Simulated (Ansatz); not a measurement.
# C2H10OSi2: up Jacob's ladder to CCSD(T)

The task here is to estimate one member of a computed series from the others.

Computed with Ansatz 0.2.0, Gaussian basis. Level: functionals in def2-TZVPP, the program's frozen cores in correlated methods.

The runs, in order: PBE-D4, r2SCAN-D4, PBE0-D4, B3LYP-D4, ωB97X-V, ωB97M-V, B2PLYP; CCSD(T)/def2-TZVPP; MP2/def2-QZVPP; extrapolation to the limit.

### The relaxed structure

An earlier PBE0-D4 in a triple-zeta def2 set relaxation fixed the geometry.

SMILES `CC[SiH](O)[SiH3]`, 15 atoms, charge 0, spin multiplicity 1.

Atoms are counted from 1 here; the program's logs count them from 0.

Bond lengths: C1–C2 1.527 Å, C1–H6 1.093 Å, C1–H7 1.094 Å, C1–H8 1.093 Å, C2–Si3 1.874 Å, C2–H9 1.095 Å, C2–H10 1.097 Å, Si3–O4 1.658 Å, Si3–Si5 2.342 Å, Si3–H11 1.497 Å, O4–H12 0.958 Å, Si5–H13 1.490 Å, Si5–H14 1.488 Å, Si5–H15 1.489 Å. Angles: C2–C1–H6 111.8°, C2–C1–H7 111.4°, C2–C1–H8 111.3°, H6–C1–H7 107.4°, H6–C1–H8 107.1°, H7–C1–H8 107.6°, C1–C2–Si3 113.4°, C1–C2–H9 110.4°, C1–C2–H10 110.5°, Si3–C2–H9 108.6°, Si3–C2–H10 107.5°, H9–C2–H10 106.1°, C2–Si3–O4 111.9°, C2–Si3–Si5 111.5°, C2–Si3–H11 107.6°, O4–Si3–Si5 106.4°, O4–Si3–H11 109.4°, Si5–Si3–H11 110.1° and more.

Set-up of the first run:

in.yaml

```yaml
crystal:
  periodic: [false, false, false]
  atoms:
    - {symbol: C, position_ang: [-1.625239, 0.489462, 1.551805]}
    - {symbol: C, position_ang: [-0.556952, 0.854317, 0.524234]}
    - {symbol: Si, position_ang: [0.408102, -0.624118, -0.104601]}
    - {symbol: O, position_ang: [-0.582192, -1.758696, -0.798936]}
    - {symbol: Si, position_ang: [1.955933, -0.004234, -1.749760]}
    - {symbol: H, position_ang: [-2.156663, 1.372811, 1.914732]}
    - {symbol: H, position_ang: [-1.188888, -0.010576, 2.421043]}
    - {symbol: H, position_ang: [-2.373368, -0.183655, 1.124389]}
    - {symbol: H, position_ang: [-1.009552, 1.366431, -0.331879]}
    - {symbol: H, position_ang: [0.164488, 1.559502, 0.954490]}
    - {symbol: H, position_ang: [1.116275, -1.232933, 1.065857]}
    - {symbol: H, position_ang: [-1.087295, -2.321893, -0.211287]}
    - {symbol: H, position_ang: [2.885935, 1.019717, -1.194784]}
    - {symbol: H, position_ang: [2.761639, -1.167671, -2.208740]}
    - {symbol: H, position_ang: [1.265878, 0.590936, -2.927361]}
basis:
  gaussian: {orbitals: def2-TZVPP}
hamiltonian: {xc: pbe, dispersion: d4}
output: {forces: true, orbitals: {seedname: orbitals}}
```

Started as:

```console
$ ansatz run in.yaml --threads 2 --pin off --events-out ev --progress --plain --max-ram 32768MiB --backend cuda --devices 0, --max-vram 18GiB
```

Among the steps run: PBE-D4 (GGA); r2SCAN-D4 (meta-GGA); PBE0-D4 (hybrid); B3LYP-D4 (hybrid); ωB97X-V (range-separated); ωB97M-V (range-separated); B2PLYP (double hybrid); CCSD(T) in def2-TZVPP; MP2 in def2-QZVPP.

One table of the session follows, with a row left open; its other results are not shown here.

```
            method  atomisation energy (eV)
            PBE-D4                   55.240
         r2SCAN-D4                   55.042
           PBE0-D4                   54.765
          B3LYP-D4                        ?
           ωB97X-V                   55.254
           ωB97M-V                   55.093
            B2PLYP                   54.343
     HF/def2-TZVPP                   41.429
    MP2/def2-TZVPP                   54.016
   CCSD/def2-TZVPP                   53.211
CCSD(T)/def2-TZVPP                   53.789
           MP2/CBS                   55.348
       CCSD(T)/CBS                   55.121
```

Q: Estimate the row for B3LYP-D4 from the others.

The run gave: atomisation energy (eV): 54.973. In the column «atomisation energy (eV)» it lies between PBE0-D4 (54.765) and r2SCAN-D4 (55.042).

Caveats from the session: Free atoms (2 C, 2 Si, 1 O, 10 H) were run apart at each level; the atomisation energy is their sum less the molecule, without zero-point or spin-orbit terms.
